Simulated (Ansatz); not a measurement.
# GeNH₂ (quartet): the correlation ladder, cc-pVTZ

One table from this session's results is given with a row withheld; the runs are named, their logs left out.

The runs use Ansatz 0.2.0, Gaussian basis; cc-pVTZ, core rule «outside noble gas», up to 15 orbitals frozen.

The runs, in order: UHF; CCSD(T) on ROHF; CCSD(T) on UHF; BCCD(T) on ROHF; CCSDT(Q) on ROHF; CCSDT(Q) on UHF.

11 further runs of the same task are left out: 6 for a known fault of the program, 5 set aside as unsound or not needed.

### The geometry

The geometry is a PBE0/def2-TZVP stationary point (not a proven minimum) of the parent state, kept for this charge and spin. No spin-orbit coupling is included. The filled d shell of Ge may be among the frozen orbitals whatever the setting's name suggests; the logs give the count.

4 atoms, charge 0, spin multiplicity 4.

Atoms are counted from 1 here; the program's logs count them from 0.

Bond lengths: Ge1–N2 1.713 Å, Ge1–H3 1.581 Å, N2–H4 1.013 Å. Angles: N2–Ge1–H3 106.3°, Ge1–N2–H4 127.4°.

Set-up of the first run:

The input, in.yaml:

```yaml
crystal:
  periodic: [false, false, false]
  atoms:
    - {symbol: Ge, position_ang: [0.000000, -0.050581, 0.287692]}
    - {symbol: N, position_ang: [0.000000, 0.199167, -1.406789]}
    - {symbol: H, position_ang: [0.000000, 1.385599, 0.948607]}
    - {symbol: H, position_ang: [0.000000, -0.508046, -2.132666]}
basis:
  gaussian: {orbitals: cc-pVTZ}
magnetization: {spin_polarized: true, initial_magnetization: 3}
hamiltonian: {xc: hf}
output: {orbitals: {seedname: orbitals}}
```

On the command line:

```
ansatz run in.yaml --threads 1 --pin off --events-out ev --progress --plain --max-ram 4096MiB --backend cpu
```

Steps of the session up to this table: UHF; CCSD(T) on ROHF; CCSD(T) on UHF; BCCD(T) on ROHF; CCSDT(Q) on ROHF; CCSDT(Q) on UHF.

One of the session's tables, all rows but one given; the rest of the session is left out.

| method | from UCCSDT(Q) (meV) |
| --- | --- |
| ROHF | +7955.9 |
| UHF | +7719.3 |
| RMP2 | +1078.1 |
| UMP2 | +1074.1 |
| RCCSD | ? |
| UCCSD | +304.8 |
| RCCSD(T) | +52.5 |
| UCCSD(T) | +40.7 |
| BCCD(T) | +52.2 |
| RCCSDT | +25.2 |
| UCCSDT | +12.4 |
| RCCSDT(Q) | +13.5 |
| UCCSDT(Q) | 0 |

Q: Estimate the row for RCCSD from the others.

The run gave: from UCCSDT(Q) (meV): +323.8. In the column «from UCCSDT(Q) (meV)» it lies between UCCSD (+304.8) and UMP2 (+1074.1).

Limits of these values: Restricted and unrestricted rows rest on different reference determinants; where their highest levels disagree by more than a few hundredths of an eV, they describe different states and don't form one ladder.
